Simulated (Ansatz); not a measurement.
# Sn3P4: the cost of one run

Program: Ansatz 0.2.0. Level of theory: DFT PBE, scalar-relativistic, plane waves, PAW. These are calculated values, not measurements.

2 further runs of the same task are left out: 1 that didn't finish, 1 set aside as unsound or not needed. Runs told in other sessions of the task aren't counted.

## Step 1: The structure to begin with

It takes space group Pmmm (No. 47, orthorhombic). The conventional cell has a = 3.229 Å, b = 4.566 Å, c = 9.132 Å, α = 90.00°, β = 90.00°, γ = 90.00°. Sn (site symmetry mm2) is surrounded by 8 P at 2.80 Å. Around Sn (site symmetry mmm) lie 8 P at 2.80 Å. P (site symmetry mm2) has 6 Sn at 2.80 Å in its first shell of neighbours. P (site symmetry mmm) has 8 Sn at 2.80 Å in its first shell of neighbours. P (site symmetry mmm) is surrounded by 4 Sn at 2.80 Å.

Coordinates:

```cif
data_structure
_symmetry_space_group_name_H-M 'Pmmm'
_symmetry_Int_Tables_number 47
_cell_length_a 3.2285
_cell_length_b 4.5658
_cell_length_c 9.1316
_cell_angle_alpha 90.000
_cell_angle_beta 90.000
_cell_angle_gamma 90.000
_cell_volume 134.61
loop_
_atom_site_label
_atom_site_type_symbol
_atom_site_symmetry_multiplicity
_atom_site_Wyckoff_symbol
_atom_site_fract_x
_atom_site_fract_y
_atom_site_fract_z
_atom_site_occupancy
Sn1 Sn 2 q 0.00000 0.00000 0.25000 1
Sn2 Sn 1 g 0.00000 0.50000 0.50000 1
P1 P 2 t 0.50000 0.50000 0.25000 1
P2 P 1 d 0.50000 0.00000 0.50000 1
P3 P 1 b 0.50000 0.00000 0.00000 1
```

Recipe of the guess: ordered vacancies on the cation sites of caesium chloride (Pmmm, No. 47). The dimensions are guesses.

## Step 2: The guess as it stands, on a coarse mesh

Input file input.yaml:

```yaml
crystal:
  lattice:
    - [3.2285064, 0.0, 0.0]
    - [0.0, 4.56579753, 0.0]
    - [0.0, 0.0, 9.13159507]
  atoms:
    - { symbol: Sn, position: [0.0, 0.0, 0.25] }
    - { symbol: Sn, position: [0.0, 0.5, 0.5] }
    - { symbol: Sn, position: [0.0, 0.0, 0.75] }
    - { symbol: P, position: [0.5, 0.5, 0.25] }
    - { symbol: P, position: [0.5, 0.0, 0.5] }
    - { symbol: P, position: [0.5, 0.5, 0.75] }
    - { symbol: P, position: [0.5, 0.0, 0.0] }
basis:
  ecutwfc: 420
kpoints:
  mp_grid: { grid: [6, 4, 2] }
hamiltonian:
  xc: pbe
scf:
  occupations: { method: gaussian, width: 0.1 }
  lower_state_search: "off"
output:
  forces: true
  stress: true
  eigenvalues: true
```

The run is started by

```
$ ansatz run input.yaml --threads 1 --pin off --max-ram 2560MiB --backend cpu --events-out ev --progress --plain --runs-dir out
```

**Question.** How long does this run take on 1 thread of Arm Neoverse N1, shared host, and how much memory does it need?

About 15 s, with a peak of 0.4 GiB.
